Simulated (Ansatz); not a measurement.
Crystal: LuSb.

```
CELL_PARAMETERS angstrom
0.00000 3.03933 3.03933
3.03933 0.00000 3.03933
3.03933 3.03933 0.00000
ATOMIC_POSITIONS crystal
Lu 0.00000 0.00000 0.00000
Sb 0.50000 0.50000 0.50000
```

The cell is a database's computed one.

* Program: Ansatz 0.2.0
* Task: relaxation of cell and atoms
* Functional: PBE
* Dispersion: D4
* Potentials or basis: all-electron LAPW, scalar-relativistic
* Basis error allowed: 0.001 eV/atom
* k mesh: 8 × 8 × 8
* Occupations: fermi-dirac, width 0.05 eV
* Spin: no spin polarisation

At the start: volume 28.08 Å³/atom.

Problem. How do energy, volume and symmetry change on relaxing?

Solution. Over 4 steps the energy falls by 3.6 meV/atom and the volume is 27.40 Å³/atom (-2.4 %); space group Fm-3m (No. 225, to 0.05 Å).

Step by step:
```tsv
step	energy change (eV)	largest force (eV/Å)	volume (Å³)
1	0.0000	0.0000	56.15
2	-0.0025	0.0000	53.66
3	-0.0071	0.0000	54.79
4	-0.0071	0.0000	54.79
```

Final structure:
```xyz
2
Lattice="0.0000 3.0146 3.0146 3.0146 0.0000 3.0146 3.0146 3.0146 0.0000" Properties=species:S:1:pos:R:3 pbc="T T T"
Lu    0.0000    0.0000    0.0000
Sb    3.0146    3.0146    3.0146
```
